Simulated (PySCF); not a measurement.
# C3H6F2Ge: geometry, electronic excitations

Wanted: the electronic excitations of C3H6F2Ge (`C=[C](CF)[GeH2][F]`), by calculation.

The runs use PySCF 2.14.0, with density-fitted response routines of our own; the level of theory stands in each step. All values are computed, except where a source is named. Atoms count from 0, in the outputs and in this text.

**1. Starting geometry**

12 atoms, charge 0, multiplicity 1; geometry from: GFN2-xTB. The atoms were then displaced at random by about 0.01 Å, so the start is not that level's minimum.

Bonds of the start (Å): C0–C1 1.29, C1–C2 1.50, C2–F3 1.40, C1–Ge4 1.97, Ge4–F5 1.74, C0–H6 1.10, C0–H7 1.10, C2–H8 1.07, C2–H9 1.08, Ge4–H10 1.50, Ge4–H11 1.52.

**2. Relaxing the molecule at PBE0-D3(BJ)/def2-SVP**

What the job is given:

```
{"job": {"xc": "PBE0", "basis": "def2-SVP", "d3": "d3bj", "grid": 1, "shake": 0.01, "kind": "geom"}, "charge": 0, "multiplicity": 1}
C     -0.825960     1.456930    -0.006600
C     -0.329040     0.263200    -0.013180
C     -1.061780    -0.936990    -0.540740
F     -0.415180    -2.057500     0.004220
Ge     1.498450    -0.119990     0.624440
F      2.411240    -0.447430    -0.824560
H     -1.829220     1.685660    -0.384200
H     -0.271820     2.329860     0.360570
H     -0.938410    -1.013980    -1.600110
H     -2.102320    -0.963440    -0.241820
H      1.714480    -1.353420     1.455940
H      2.189250     1.128820     1.157020
```

On the command line:

```console
$ OMP_NUM_THREADS=1 python probes_run.py task.json out
```

This one command runs all jobs of the session in turn.

What it wrote:

```text
step   0  E = -2393.51754990  max force = 0.056326
step   1  E = -2393.52384012  max force = 0.009515
step   2  E = -2393.52475491  max force = 0.002089
step   3  E = -2393.52484429  max force = 0.001292
step   4  E = -2393.52492636  max force = 0.001388
step   5  E = -2393.52502704  max force = 0.002053
step   6  E = -2393.52510948  max force = 0.001959
step   7  E = -2393.52516032  max force = 0.001387
step   8  E = -2393.52518010  max force = 0.000694
step   9  E = -2393.52519372  max force = 0.000658
step  10  E = -2393.52520948  max force = 0.000457
step  11  E = -2393.52521422  max force = 0.000386
optimisation converged
```

Wall time 95 s (1 thread of Arm Neoverse V2, shared host); peak memory 0.51 GiB.

Relaxation path:

| step | energy from step 0 (eV) | largest force component (eV/Å) |
| --- | --- | --- |
| 0 | 0.0000 | 2.8964 |
| 1 | -0.1712 | 0.4893 |
| 2 | -0.1961 | 0.1074 |
| 3 | -0.1985 | 0.0664 |
| 4 | -0.2007 | 0.0714 |
| 5 | -0.2035 | 0.1056 |
| 6 | -0.2057 | 0.1007 |
| 7 | -0.2071 | 0.0713 |
| 8 | -0.2076 | 0.0357 |
| 9 | -0.2080 | 0.0338 |
| 10 | -0.2084 | 0.0235 |
| 11 | -0.2086 | 0.0198 |

Close pairs (by a distance rule), those that changed most:

| bond | before (Å) | after (Å) | change (Å) |
| --- | --- | --- | --- |
| C0–C1 | 1.293 | 1.337 | +0.044 |
| C2–H8 | 1.069 | 1.104 | +0.035 |
| C1–Ge4 | 1.973 | 1.941 | -0.032 |
| Ge4–H10 | 1.503 | 1.533 | +0.030 |
| C2–F3 | 1.404 | 1.376 | -0.027 |
| C2–H9 | 1.083 | 1.104 | +0.021 |
| Ge4–H11 | 1.523 | 1.538 | +0.015 |
| Ge4–F5 | 1.744 | 1.750 | +0.006 |

The end geometry stands in the next job.

| at the end point | value |
| --- | --- |
| point group (found at 0.08 Å tolerance) | C1 |
| rotational constants (GHz, main isotopes) | 3.045, 1.791, 1.359 |
| dipole moment (D) | 3.02 |

**3. TDDFT and polarisability: PBE0/aug-cc-pVDZ**

What the job is given:

```
{"job": {"kind": "uv", "xc": "PBE0", "basis": "aug-cc-pVDZ"}, "charge": 0, "multiplicity": 1}
C     -0.945096     1.455200     0.176892
C     -0.380387     0.250424     0.048468
C     -1.126624    -0.949128    -0.446658
F     -0.725295    -2.072950     0.239344
Ge     1.502988    -0.003942     0.445467
F      2.202717    -0.669015    -1.014066
H     -2.010025     1.618840    -0.030815
H     -0.372369     2.335834     0.484048
H     -0.904984    -1.110301    -1.516258
H     -2.216774    -0.827598    -0.325162
H      1.797193    -1.015956     1.558504
H      2.173415     1.359528     0.683250
```

With the program's defaults for keys left out, this is: TDDFT PBE0/aug-cc-pVDZ, vertical, gas phase, core orbitals frozen in the response.

What it wrote:

```text
coarse grid: 48392 points
cycle   1  E = -2393.9404865029  dE = -8.437e-02  |g| = 6.980e-01  |ddm| = 9.355e+00
cycle   2  E = -2393.8001733605  dE =  1.403e-01  |g| = 1.168e+00  |ddm| = 3.132e+00
cycle   3  E = -2394.0286219474  dE = -2.284e-01  |g| = 1.123e-01  |ddm| = 1.660e+00
cycle   4  E = -2394.0308926214  dE = -2.271e-03  |g| = 4.067e-02  |ddm| = 3.362e-01
cycle   5  E = -2394.0312141090  dE = -3.215e-04  |g| = 9.913e-03  |ddm| = 9.918e-02
cycle   6  E = -2394.0312291149  dE = -1.501e-05  |g| = 3.409e-03  |ddm| = 2.888e-02
cycle   7  E = -2394.0312318078  dE = -2.693e-06  |g| = 7.425e-04  |ddm| = 8.019e-03
final grid: 102104 points
cycle   8  E = -2394.0311700494  dE =  1.060e-07  |g| = 1.115e-03  |ddm| = 1.059e-02
cycle   9  E = -2394.0311693985  dE =  6.509e-07  |g| = 1.920e-03  |ddm| = 6.180e-03
cycle  10  E = -2394.0311703703  dE = -9.718e-07  |g| = 1.441e-04  |ddm| = 3.718e-03
cycle  11  E = -2394.0311703757  dE = -5.393e-09  |g| = 1.846e-05  |ddm| = 4.416e-04
cycle  12  E = -2394.0311703758  dE = -7.685e-11  |g| = 4.935e-06  |ddm| = 5.975e-05
converged SCF energy = -2394.0311703758

Static polarisability (au): isotropic 68.339, principal 54.525 70.680 79.811

Singlet excitations
state   eV       nm        f      main configurations
  1   6.2754    197.6   0.00744   H-1->L 0.79, H->L 0.18
  2   6.6639    186.1   0.17240   H->L 0.67, H-1->L 0.17
  3   7.0319    176.3   0.06497   H->L+1 0.83
  4   7.1298    173.9   0.01640   H->L+2 0.88
  5   7.2602    170.8   0.01622   H-2->L 0.91
  6   7.5302    164.6   0.00349   H-1->L+1 0.49, H-1->L+2 0.39
  7   7.6589    161.9   0.01457   H->L+3 0.89
  8   7.7565    159.8   0.00676   H->L+4 0.67, H-3->L 0.15
  9   7.8522    157.9   0.06660   H-3->L 0.58, H->L+4 0.21, H-4->L 0.08
 10   7.8874    157.2   0.09327   H-1->L+2 0.54, H-1->L+1 0.42

Triplet excitations (Tamm-Dancoff, eV): 4.1410 5.8052 6.7209 6.9567
```

It took 43 s on 1 thread of Arm Neoverse V2, shared host; peak memory 0.95 GiB.

Frontier orbitals and where they lie:

| orbital | eV | atoms |
| --- | --- | --- |
| HOMO−3 | -10.19 | F3 45 %, C2 21 %, C1 10 % |
| HOMO−2 | -9.56 | Ge4 31 %, F5 22 %, H11 21 % |
| HOMO−1 | -8.96 | C1 28 %, Ge4 17 %, C0 13 % |
| HOMO | -8.28 | C0 36 %, C1 34 %, C2 9 % |
| LUMO | -1.06 | C0 34 %, C1 27 %, Ge4 15 % |
| LUMO+1 | -0.17 | Ge4 27 %, H6 16 %, H7 16 % |
| LUMO+2 | -0.11 | Ge4 24 %, H8 14 %, H11 11 % |

With each of the 10 states as a Gaussian band of 0.4 eV half-width at 1/e, the curve within the window shown has maxima at 183 nm (ε 8,700), 158 nm (ε 7,400) L/(mol cm). Beyond the last state computed it falls off for lack of states. The curve at chosen wavelengths:

```
 nm  ε (L/mol/cm)
151          3690
154          6037
156          7081
159          7268
162          6192
164          5345
167          4621
170          4826
172          5382
175          6540
178          7721
180          8334
183          8747
186          8381
189          7285
191          6284
194          4655
197          3163
199          2342
202          1412
205           806
207           541
210           289
213           150
215            96
218            48
```

Ground-state properties from the same run:

| property | computed |
| --- | --- |
| dipole moment (D) | 3.11 |
| polarisability (Å³) | 10.13 |
| HOMO–LUMO gap (eV) | 7.22 |
| −ε(HOMO) (eV) | 8.28 |

**4. Ultraviolet spectrum: PBE0/def2-TZVPD**

The job, as its differences from that of step 3:

```diff
@@ -1,2 +1,2 @@
-{"job": {"kind": "uv", "xc": "PBE0", "basis": "aug-cc-pVDZ"}, "charge": 0, "multiplicity": 1}
+{"job": {"kind": "uv", "xc": "PBE0", "basis": "def2-TZVPD"}, "charge": 0, "multiplicity": 1}
 C     -0.945096     1.455200     0.176892
```

Method: TDDFT PBE0/def2-TZVPD, vertical, gas phase, core orbitals frozen in the response.

What it wrote:

```text
coarse grid: 48392 points
cycle   1  E = -2394.0314818405  dE = -1.013e-01  |g| = 9.876e-01  |ddm| = 3.858e+00
cycle   2  E = -2393.8292567947  dE =  2.022e-01  |g| = 1.570e+00  |ddm| = 2.079e+00
cycle   3  E = -2394.1517975378  dE = -3.225e-01  |g| = 1.934e-01  |ddm| = 1.102e+00
cycle   4  E = -2394.1569419129  dE = -5.144e-03  |g| = 4.589e-02  |ddm| = 1.955e-01
cycle   5  E = -2394.1572194218  dE = -2.775e-04  |g| = 1.084e-02  |ddm| = 4.632e-02
cycle   6  E = -2394.1572343492  dE = -1.493e-05  |g| = 4.598e-03  |ddm| = 1.063e-02
cycle   7  E = -2394.1572382283  dE = -3.879e-06  |g| = 8.087e-04  |ddm| = 4.413e-03
final grid: 102104 points
cycle   8  E = -2394.1571727495  dE =  1.494e-07  |g| = 1.407e-03  |ddm| = 1.418e-02
cycle   9  E = -2394.1571716630  dE =  1.086e-06  |g| = 2.531e-03  |ddm| = 3.311e-03
cycle  10  E = -2394.1571732304  dE = -1.567e-06  |g| = 1.255e-04  |ddm| = 2.132e-03
cycle  11  E = -2394.1571732340  dE = -3.644e-09  |g| = 1.916e-05  |ddm| = 1.328e-04
cycle  12  E = -2394.1571732341  dE = -6.094e-11  |g| = 9.720e-06  |ddm| = 2.690e-05
converged SCF energy = -2394.1571732341

Static polarisability (au): isotropic 68.382, principal 54.434 70.881 79.831

Singlet excitations
state   eV       nm        f      main configurations
  1   6.2621    198.0   0.00580   H-1->L 0.81, H->L 0.16
  2   6.6962    185.2   0.18076   H->L 0.69, H-1->L 0.15, H->L+1 0.09
  3   7.1489    173.4   0.06479   H->L+1 0.85
  4   7.2786    170.3   0.01785   H-2->L 0.91
  5   7.3686    168.3   0.01204   H->L+2 0.96
  6   7.5975    163.2   0.00641   H-1->L+1 0.85
  7   7.8561    157.8   0.04912   H-3->L 0.68, H-4->L 0.10
  8   7.9904    155.2   0.01514   H->L+3 0.82, H->L+4 0.08
  9   8.1148    152.8   0.02806   H-1->L+2 0.44, H->L+4 0.44
 10   8.1506    152.1   0.09794   H-1->L+2 0.51, H->L+4 0.37

Triplet excitations (Tamm-Dancoff, eV): 4.1308 5.7744 6.7898 7.0082
```

It took 79 s on 1 thread of Arm Neoverse V2, shared host; peak memory 1.2 GiB.

This run: HOMO -8.29 eV, LUMO -1.05 eV; lowest singlet 6.26 eV.

**5. Comparing the runs: electronic excitations**

Excitations and ground-state properties, with basis size and wall time:

| run | lowest singlet (eV) | brightest (eV) | f | gap (eV) | α (Å³) | μ (D) | functions | time |
| --- | --- | --- | --- | --- | --- | --- | --- | --- |
| PBE0/aug-cc-pVDZ | 6.28 | 6.66 | 0.172 | 7.22 | 10.13 | 3.11 | 205 | 43 s |
| PBE0/def2-TZVPD | 6.26 | 6.70 | 0.181 | 7.24 | 10.13 | 3.09 | 299 | 79 s |

**6. Summary of results**

| quantity | value |
| --- | --- |
| point group | C1 |
| rotational constants (main isotopes) | 3.05, 1.79, 1.36 GHz |
| lowest singlet (PBE0/aug-cc-pVDZ) | 6.28 eV (198 nm), f = 0.007 |
| brightest single state of those computed | state 2, 6.66 eV, f = 0.172 |
| lowest triplet | 4.14 eV |
| range of the lowest singlet | 6.26 to 6.28 eV |

In words: The start of the PBE0/def2-SVP relaxation was shaken at random by about 0.01 Å, so part of the energy gained, and of the first lengths quoted, undoes that. Relaxing lowered the energy by 0.209 eV in 11 steps; the close pair that moved most is C0–C1, from 1.293 to 1.337 Å. No frequency check was run at this level, so the end point may be a saddle. The first singlet state (HOMO−1→LUMO 0.79, HOMO→LUMO 0.18) lies at 6.28 eV and is weak; of the 10 states computed, the strongest absorption comes from state 2 at 6.66 eV (the last state computed absorbs too, and its partners may lie past the list). The lowest triplet lies 2.13 eV below the lowest singlet (triplets in Tamm-Dancoff, singlets in full TDDFT). The lowest singlet runs from 6.26 eV (PBE0/def2-TZVPD) to 6.28 eV (PBE0/aug-cc-pVDZ), while the orbital gap spans 7.22 to 7.24 eV. The lowest state need not be the same one in every run.
